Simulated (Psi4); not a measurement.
**One shape, several levels: AlBrF (SMILES [F][Al][Br])**

We compute a comparison of 3 runs (UHF/def2-SVP, UB3LYP/6-31G*, UPBE0/pcseg-2) of AlBrF. 

The calculation is run with Psi4 1.11.

3 further runs of the same task are left out: 2 for a known fault of the program, 1 that didn't finish.

### Step 1. Starting point

AlBrF has 3 atoms, charge 0, and is taken as a doublet. SMILES: `[F][Al][Br]`. The shape is that of a PBE0-D4/def2-TZVP optimisation.

Bond lengths: F1–Al2 1.648 Å, Al2–Br3 2.266 Å. Angles: F1–Al2–Br3 118.9°.

### Step 2. Energy and gradient at UHF/def2-SVP (run 1)

albrf.xyz

```xyz
3
AlBrF
F     -1.120000     1.016600    -0.510500
Al    -0.440000    -0.468200    -0.288800
Br     1.549000    -0.613200     0.786200
```

run.py

```python
import psi4

psi4.set_memory(1600000000)
psi4.set_num_threads(1)
psi4.set_output_file('albrf.out', False)

with open('albrf.xyz') as f:
    atoms = ''.join(f.readlines()[2:])
mol = psi4.geometry('0 2\n' + atoms + 'symmetry c1')

psi4.set_options(dict(reference='uhf', puream=True, e_convergence=1e-09, d_convergence=1e-08, scf_type='pk', maxiter=200))

result, w = psi4.gradient("hf/def2-SVP", molecule=mol, return_wfn=True)
psi4.oeprop(w, "MAYER_INDICES", "MULLIKEN_CHARGES", "LOWDIN_CHARGES", title="HF")
print('gradient / Eh bohr^-1')
print(result.np.round(6))
print(f'energy = {w.energy():.10f} Eh')
for k, v in sorted(psi4.core.scalar_variables().items()):
    print(f'{k:45s} {v:18.10f}')
```

The run is started by

```console
$ python run.py
```

albrf.out:

```text
[...]
  Running in c1 symmetry.
[...]
  Nuclear repulsion =  193.080917519279069
[...]
  Multiplicity = 2
[...]
  Nalpha       = 29
  Nbeta        = 28
[...]
    Number of basis functions: 64
[...]
   @UHF iter   1: -2913.15775934913927   -2.18539e+00   1.75951e-02 DIIS/ADIIS
[...]
   @UHF iter  13: -2913.41627273828863   -2.27374e-12   4.25925e-09 DIIS
[...]
   @S^2 Observed:                7.532361659E-01
[...]
    Orbital Energies [Eh]
    ---------------------
    Alpha Occupied:
       1A   -489.968179     2A    -65.136925     3A    -58.535083
       4A    -58.508879     5A    -58.507653     6A    -58.507605
       7A    -26.256469     8A     -9.828711     9A     -7.443616
      10A     -7.437808    11A     -7.437442    12A     -4.967103
      13A     -3.283911    14A     -3.281045    15A     -3.280146
      16A     -3.183966    17A     -3.182339    18A     -3.181747
      19A     -3.177250    20A     -3.177233    21A     -1.524671
      22A     -1.009242    23A     -0.691717    24A     -0.637074
      25A     -0.631291    26A     -0.526749    27A     -0.434203
      28A     -0.433363    29A     -0.345449
    Alpha Virtual:
[...]
  @UHF Final Energy: -2913.41627273828863
   => Energetics <=
    Nuclear Repulsion Energy =            193.0809175192790690
    One-Electron Energy =               -4444.4425091968378183
    Two-Electron Energy =                1337.9453189392706918
    Total Energy =                      -2913.4162727382881712
  UHF NO Occupations:
  HONO-2 :   27  A 1.9997378
  HONO-1 :   28  A 1.9988502
[...]
 Multipole Moments:
 ------------------------------------------------------------------------------------
     Multipole            Electronic (a.u.)      Nuclear  (a.u.)        Total (a.u.)
 ------------------------------------------------------------------------------------
 L = 1.  Multiply by 2.5417464519 to convert [e a0] to [Debye]
 Dipole X            :          4.3406553           -4.7789957           -0.4383405
 Dipole Y            :         -1.8939899            1.2081985           -0.6857913
 Dipole Z            :          0.0000000           -0.0000000            0.0000000
 Magnitude           :                                                    0.8139116
[...]
  -Total Gradient:
     Atom            X                  Y                   Z
    ------   -----------------  -----------------  -----------------
       1       -0.000168508667    -0.001679941525    -0.000000000011
       2        0.000727061970     0.002277361703     0.000000000019
       3       -0.000558553072    -0.000597420151    -0.000000000008
[...]
  Mulliken Charges: (a.u.)
   Center  Symbol    Alpha    Beta     Spin     Total
       1     F     4.77565  4.75715  0.01850 -0.53280
       2    AL     6.48960  5.58647  0.90314  0.92393
       3    BR    17.73474 17.65638  0.07837 -0.39112
   Total alpha = 29.00000, Total beta = 28.00000, Total charge =  0.00000
  Lowdin Charges: (a.u.)
   Center  Symbol    Alpha    Beta     Spin     Total
       1     F     4.66459  4.63962  0.02497 -0.30421
       2    AL     6.72986  5.83925  0.89061  0.43089
       3    BR    17.60555 17.52112  0.08443 -0.12668
[...]
```

Standard output:

```text
gradient / Eh bohr^-1
[[-0.000169 -0.00168  -0.      ]
 [ 0.000727  0.002277  0.      ]
 [-0.000559 -0.000597 -0.      ]]
energy = -2913.4162727383 Eh
CURRENT ENERGY                                  -2913.4162727383
CURRENT REFERENCE ENERGY                        -2913.4162727383
DD SOLVATION ENERGY                                 0.0000000000
HF KINETIC ENERGY                                2913.2188239013
HF POTENTIAL ENERGY                             -5826.6350966396
HF TOTAL ENERGY                                 -2913.4162727383
HF VIRIAL RATIO                                     2.0000677769
NUCLEAR REPULSION ENERGY                          193.0809175193
ONE-ELECTRON ENERGY                             -4444.4425091968
PCM POLARIZATION ENERGY                             0.0000000000
PE ENERGY                                           0.0000000000
SCF ITERATION ENERGY                            -2913.4162727383
SCF ITERATIONS                                     13.0000000000
SCF TOTAL ENERGY                                -2913.4162727383
TWO-ELECTRON ENERGY                              1337.9453189393
```

It took 2.9 s on 1 thread of Intel Xeon Platinum 8375C at 2.90GHz (Ice Lake), shared host; peak memory 0.23 GiB.

### Step 3. Energy and forces at UB3LYP/6-31G(d) (spherical functions) (run 2)

job.py

```python
import psi4

psi4.set_memory(1600000000)
psi4.set_num_threads(1)
psi4.set_output_file('run.log', False)

molecule = psi4.geometry("""
0 2
F     -1.120000     1.016600    -0.510500
Al    -0.440000    -0.468200    -0.288800
Br     1.549000    -0.613200     0.786200
symmetry c1
""")

psi4.set_options({
    'reference': 'uks',
    'puream': True,
    'e_convergence': 1e-09,
    'd_convergence': 1e-08,
    'scf_type': 'pk',
    'dft_radial_points': 99,
    'dft_spherical_points': 590,
    'maxiter': 200,
})

energy_value, wavefunction = psi4.gradient("b3lyp/6-31G*", return_wfn=True)
psi4.oeprop(wavefunction, "LOWDIN_CHARGES", "QUADRUPOLE", "WIBERG_LOWDIN_INDICES")
print('gradient / Eh bohr^-1')
print(energy_value.np.round(6))
print(f'energy = {wavefunction.energy():.10f} Eh')
```

The run is started by

```console
$ python job.py
```

run.log (excerpt; [...] marks lines left out):

```text
[...]
  Running in c1 symmetry.
[...]
  Nuclear repulsion =  193.080917519279069
[...]
  Multiplicity = 2
[...]
  Nalpha       = 29
  Nbeta        = 28
[...]
    Number of basis functions: 64
[...]
   @UKS iter   1: -2915.84924075795698   -1.48555e+00   2.40756e-02 DIIS/ADIIS
[...]
   @UKS iter  13: -2916.24513126904458    0.00000e+00   1.45087e-09 DIIS
[...]
   @S^2 Observed:                7.515036177E-01
[...]
  @UKS Final Energy: -2916.24513126904458
   => Energetics <=
    Nuclear Repulsion Energy =            193.0809175192790690
    One-Electron Energy =               -4443.6651077629758220
    Two-Electron Energy =                1431.3343614182615511
    DFT Exchange-Correlation Energy =     -96.9953024436093898
    Empirical Dispersion Energy =           0.0000000000000000
    VV10 Nonlocal Energy =                  0.0000000000000000
    Total Energy =                      -2916.2451312690450322
[...]
  -Total Gradient:
     Atom            X                  Y                   Z
    ------   -----------------  -----------------  -----------------
       1        0.003567026658    -0.005872625891    -0.000000000000
       2        0.003044838853     0.004870419613     0.000000000000
       3       -0.006558635500     0.000939691022    -0.000000000001
[...]
 Multipole Moments:
 ------------------------------------------------------------------------------------
     Multipole            Electronic (a.u.)      Nuclear  (a.u.)        Total (a.u.)
 ------------------------------------------------------------------------------------
 L = 1.  Multiply by 2.5417464519 to convert [e a0] to [Debye]
 Dipole X            :          4.3564531           -4.7789957           -0.4225426
 Dipole Y            :         -1.7209177            1.2081985           -0.5127192
 Dipole Z            :          0.0000000           -0.0000000            0.0000000
 Magnitude           :                                                    0.6643969
 L = 2.  Multiply by 1.3450342976 to convert [e a0^2] to [Debye ang]
 Quadrupole XX       :       -349.8014123          323.0809198          -26.7204925
 Quadrupole XY       :        115.6078697         -112.8673370            2.7405328
[...]
```

The script printed:

```text
gradient / Eh bohr^-1
[[ 0.003567 -0.005873 -0.      ]
 [ 0.003045  0.00487   0.      ]
 [-0.006559  0.00094  -0.      ]]
energy = -2916.2451312690 Eh
```

Run time: 12 s. Hardware: 1 thread of Intel Xeon Platinum 8375C at 2.90GHz (Ice Lake), shared host; peak memory 0.47 GiB.

### Step 4. Energy and gradient at UPBE0/pcseg-2 (run 3)

job.dat

```
memory 1.6 GB

molecule system {
  0 2
  F
  Al 1 1.648084
  Br 2 2.265562 1 118.92885
  symmetry c1
}

set basis pcseg-2
set reference uks
set puream true
set e_convergence 1e-09
set d_convergence 1e-08
set scf_type pk
set dft_radial_points 99
set dft_spherical_points 590
set maxiter 200

energy_value, wavefunction = gradient("pbe0", return_wfn=True)
oeprop(wavefunction, "LOWDIN_CHARGES", "WIBERG_LOWDIN_INDICES", "MULLIKEN_CHARGES", title="PBE0")
```

The run is started by

```console
$ psi4 -i job.dat -o job.out -n 1
```

job.out (excerpt; [...] marks lines left out):

```text
[...]
  Running in c1 symmetry.
[...]
  Nuclear repulsion =  193.080926564293634
[...]
  Multiplicity = 2
[...]
  Nalpha       = 29
  Nbeta        = 28
[...]
    Number of basis functions: 107
[...]
   @UKS iter   1: -2915.75695393970091   -1.54900e+00   1.21583e-02 DIIS/ADIIS
[...]
   @UKS iter  12: -2916.12316856929056   -1.81899e-11   7.27602e-09 DIIS
[...]
   @S^2 Observed:                7.518115551E-01
[...]
  @UKS Final Energy: -2916.12316856929056
   => Energetics <=
    Nuclear Repulsion Energy =            193.0809265642936339
    One-Electron Energy =               -4445.6069359335142508
    Two-Electron Energy =                1427.0080337914555457
    DFT Exchange-Correlation Energy =     -90.6051929915255698
    Empirical Dispersion Energy =           0.0000000000000000
    VV10 Nonlocal Energy =                  0.0000000000000000
    Total Energy =                      -2916.1231685692905558
[...]
 Multipole Moments:
 ------------------------------------------------------------------------------------
     Multipole            Electronic (a.u.)      Nuclear  (a.u.)        Total (a.u.)
 ------------------------------------------------------------------------------------
 L = 1.  Multiply by 2.5417464519 to convert [e a0] to [Debye]
 Dipole X            :          3.2595198           -3.8072944           -0.5477747
 Dipole Y            :         -3.5568789            3.1309826           -0.4258963
 Dipole Z            :          0.0000000            0.0000000            0.0000000
 Magnitude           :                                                    0.6938622
[...]
  -Total Gradient:
     Atom            X                  Y                   Z
    ------   -----------------  -----------------  -----------------
       1       -0.000015209663     0.001825065129    -0.000000000000
       2       -0.000663458340    -0.001485234667     0.000000000000
       3        0.000717184656    -0.000426363854    -0.000000000002
[...]
  Mulliken Charges: (a.u.)
   Center  Symbol    Alpha    Beta     Spin     Total
       1     F     4.74711  4.72783  0.01927 -0.47494
       2    AL     6.52166  5.63903  0.88263  0.83931
       3    BR    17.73123 17.63314  0.09809 -0.36437
   Total alpha = 29.00000, Total beta = 28.00000, Total charge =  0.00000
  Lowdin Charges: (a.u.)
   Center  Symbol    Alpha    Beta     Spin     Total
[...]
```

Run time: 28 s. Hardware: 1 thread of Intel Xeon Platinum 8375C at 2.90GHz (Ice Lake), shared host; peak memory 0.66 GiB.

### Step 5. Overview of the runs

| run | level | integration grid | energy (Eh) | dipole moment (D) | HOMO energy (eV) | LUMO energy (eV) | wall time |
| --- | --- | --- | --- | --- | --- | --- | --- |
| 1 | UHF/def2-SVP | – | -2913.416273 | 2.07 | -9.40 | 0.05 | 2.9 s |
| 2 | UB3LYP/6-31G* (spherical functions) | 99 radial × 590 angular | -2916.245131 | 1.69 | -6.46 | -3.73 | 12 s |
| 3 | UPBE0/pcseg-2 | 99 radial × 590 angular | -2916.123169 | 1.76 | -6.81 | -3.42 | 28 s |

### Step 6. Summary of results

```
                                 quantity           value
                      run 3: total energy  -2916.12317 Eh
                     run 3: dipole moment          1.76 D
run 3: HOMO energy (highest over α and β)        -6.81 eV
 run 3: LUMO energy (lowest over α and β)        -3.42 eV
                              run 3: ⟨S²⟩           0.752
          run 3: largest force on an atom      0.094 eV/Å
```

In words: The dipole moment (its size) runs from 1.69 D (UB3LYP/6-31G*) to 2.07 D (UHF/def2-SVP). The two ends differ in method and basis. Totals of different functionals can't be ranked against each other. All runs together took 42 s, the longest 28 s.
